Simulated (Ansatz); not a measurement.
**YSe: a single-point run**

Aim: a sound single-point run of YSe. The structure is shown as the input types it.

Computed with Ansatz 0.2.0 (DFT, PBEsol, all-electron LAPW, scalar-relativistic, unless a step's input says otherwise).

### Step 1. The starting structure

The structure is tetragonal, space group I4mm (No. 107). The conventional cell has a = 4.033 Å, b = 4.033 Å, c = 5.703 Å, α = 90.00°, β = 90.00°, γ = 90.00°. Y (site symmetry 4mm) has 1 Se at 2.17 Å in its first shell of neighbours. Around Se (site symmetry 4mm) lie 1 Y at 2.17 Å.

Coordinates:

```xyz
2
Lattice="0.0000 2.8515 2.8515 2.8515 0.0000 2.8515 2.8515 2.8515 0.0000" Properties=species:S:1:pos:R:3 pbc="T T T"
Y     2.8515    2.8515    2.5093
Se    0.0000    0.0000    0.3422
```

### Step 2. The run

input.yaml reads:

```yaml
crystal:
  lattice:
    - [0.0, 2.8515, 2.8515]
    - [2.8515, 0.0, 2.8515]
    - [2.8515, 2.8515, 0.0]
  atoms:
    - { symbol: "Y", position: [0.44, 0.44, 0.56] }
    - { symbol: Se, position: [0.06, 0.06, -0.06] }
kpoints:
  mp_grid: { grid: [7, 7, 7] }
scf:
  occupations: { method: fermi_dirac, width: 0.3 }
  n_extra_bands: 0
  max_iter: 80
hamiltonian:
  xc: pbesol
  pseudopotentials: { kind: all_electron, lapw: { basis_error: 0.001 } }
output:
  forces: true
  stress: true
  eigenvalues: true
  populations: true
```

Launch:

```sh
$ ansatz run input.yaml --threads 1 --pin off --max-ram 2048MiB --backend cpu --events-out ev --progress --plain --runs-dir out
```

Q: Will this input give a usable result? If not, why, and what should change?

Nothing was computed: the input was turned down at the start. The line that matters: «inconsistent input (scf.n_extra_bands, scf.occupations.method): n_bands = 27 leaves no empty band above the 27 bands per channel that the deck's 53 electrons occupy ...»

The suspect setting: scf.occupations.width is 0.3; scf.n_extra_bands is 0. Too few bands are solved: occupations with a smearing or a moment need empty bands above the filled ones.

The cure: delete scf.n_extra_bands (the default then holds) and set scf.occupations.width to 0.03.
